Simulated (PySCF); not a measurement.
# W3 (W3+): the cost of one run

Program: PySCF 2.14.0. Level of theory: BP86, W def2-SVP with ECP60; scalar-relativistic core potentials, no spin–orbit coupling. These are calculated values, not measurements.

1 further run of the same task is left out (for a known fault of the program). Runs told in other sessions of the task aren't counted.

## 1. Starting geometry

3 atoms, charge 1, spin multiplicity 4.

Bond lengths: W1–W2 2.323 Å, W2–W3 2.323 Å. Angles: W1–W2–W3 180.0°.

Geometry (Å):

| atom | x (Å) | y (Å) | z (Å) |
| --- | --- | --- | --- |
| W1 | 0.0000 | 0.0000 | 2.3227 |
| W2 | 0.0000 | 0.0000 | 0.0000 |
| W3 | 0.0000 | 0.0000 | -2.3227 |

An earlier session relaxed this geometry at BP86, W def2-SVP with ECP60 (quartet, point group D∞h). Its vibrations showed it to be a saddle point, relaxed within its symmetry.

Its energy there is -201.051874 Eh.

## 2. Multiplicity 2 at the relaxed geometry

Input file run.py (the lines that set the calculation):

```python
mol = gto.M(atom='''
W      0.00000     0.00000     2.32270
W      0.00000     0.00000     0.00000
W      0.00000     0.00000    -2.32270''',
    basis={'W': 'def2-SVP'},
    ecp={'W': 'def2-SVP'},
    charge=1, spin=1)
mf = dft.UKS(mol, xc='B88,P86')
mf.grids.atom_grid = (50, 194)
mf = mf.density_fit()  # fitting sets: W def2-universal-JKFIT
mf.conv_tol = 1e-08; mf.max_cycle = 55
mf.kernel(dm0)  # dm0: free metal ions and neutral atoms
```

Command:

```console
$ OMP_NUM_THREADS=2 python run.py
```

**Question.** How long does this run take on 2 threads of Arm Neoverse V2, shared host?

About 36 s.
